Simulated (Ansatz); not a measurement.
# ScAg3: the cost of one run

Method: DFT LDA, scalar-relativistic, plane waves, PAW, in Ansatz 0.2.0.

**1. The system as given**

It takes space group Fm-3m (No. 225, cubic). Conventional cell: a = 6.640 Å, b = 6.640 Å, c = 6.640 Å, α = 90.00°, β = 90.00°, γ = 90.00°. Around Sc (site symmetry m-3m) lie 8 Ag at 2.88 Å. Around Ag (site symmetry -43m) lie 4 Sc at 2.88 Å and 4 Ag at 2.88 Å. Ag (site symmetry m-3m) is surrounded by 8 Ag at 2.88 Å.

Structure file:

```
CELL_PARAMETERS angstrom
0.00000 3.31988 3.31988
3.31988 0.00000 3.31988
3.31988 3.31988 0.00000
ATOMIC_POSITIONS crystal
Sc 0.00000 0.00000 0.00000
Ag 0.25000 0.25000 0.25000
Ag 0.75000 0.75000 0.75000
Ag 0.50000 0.50000 0.50000
```

The structure comes from the Materials Project (structure only).

**2. Ground state at the listed geometry**

Contents of input.yaml:

```yaml
crystal:
  lattice:
    - [0.0, 3.31987713, 3.31987713]
    - [3.31987713, 0.0, 3.31987713]
    - [3.31987713, 3.31987713, 0.0]
  atoms:
    - { symbol: Sc, position: [0.0, 0.0, 0.0] }
    - { symbol: Ag, position: [0.25, 0.25, 0.25] }
    - { symbol: Ag, position: [0.75, 0.75, 0.75] }
    - { symbol: Ag, position: [0.5, 0.5, 0.5] }
basis:
  ecutwfc: 500
  fft_grid_basis: typed
kpoints:
  mp_grid: { grid: [10, 10, 10] }
hamiltonian:
  xc: lda
  pseudopotentials: { kind: paw }
scf:
  occupations: { method: gaussian, width: 0.05 }
output:
  forces: true
  stress: true
  eigenvalues: true
  bader: true
  write_density: true
  volumetric_format: npy
  elf: true
```

Launch:

```console
> ansatz run input.yaml --threads 1 --pin off --max-ram 2560MiB --backend cpu --events-out ev --progress --plain --runs-dir out
```

Q: Estimate wall time and peak memory on 1 thread of Arm Neoverse N1, shared host.

About 41 s, with a peak of 0.42 GiB.
